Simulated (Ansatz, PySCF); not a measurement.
Sm4S4 in two programs

Sm4S4 (singlet in the valence; each metal's 4f electrons, 6 of them, lie in its core potential, out of spins and levels), relaxed with PySCF 2.14.0, RKS BP86, Sm lcecp-0-SVP with ECP52, S def2-SVP; non-relativistic Hamiltonian with scalar-relativistic core potentials where named; density fitting; no spin-orbit coupling:

```xyz
8

Sm    1.4015    1.4015    1.4015
Sm    1.4015   -1.4015   -1.4015
Sm   -1.4015    1.4015   -1.4015
Sm   -1.4015   -1.4015    1.4015
S     1.4495    1.4495   -1.4495
S     1.4495   -1.4495    1.4495
S    -1.4495    1.4495    1.4495
S    -1.4495   -1.4495   -1.4495
```

There the HOMO–LUMO gap is 3.06 eV. The 4f levels lie in the core potential and are missing.

The same geometry by Ansatz 0.2.0 (PBE, PAW with the 4f shell of lanthanides and the 5f shell of actinides in the valence, a periodic box with 9 Å of vacuum; gaps over both spins; site moments in spheres, but by Gaussian weights under spin-orbit coupling, so that the two can't be compared; unpaired electrons at the start: 24, along z under spin-orbit coupling; the open shells may stand above their lowest state):

```tsv
spin-orbit coupling	U on f (eV)	gap (eV)	spin moment on Sm1 (μB)	orbital moment of its f shell (μB)	largest force component (eV/Å)
without	0	0.14	5.77	–	0.57
```

What does the run without spin-orbit coupling and with U = 5 eV give?

gap (eV): 1.85, spin moment on Sm1 (μB): 5.85, largest force component (eV/Å): 0.44. It took 2.1 min on 4 threads of Arm Neoverse V2, with other jobs on the host, peak memory 1.5 GiB.

Semilocal functionals tend to give orbital moments well under those of Hund's rules.

Without U the plane-wave gap ends on 4f levels, which the Gaussian run lacks; U moves filled and empty 4f levels apart, though the lowest empty ones can remain 4f.

The spin-orbit runs use fully relativistic datasets of their own, so changes of a few hundredths of an eV needn't come from the coupling.

An lcecp potential fixes the number of 4f electrons, so in runs with it no electron can move into or out of that shell.
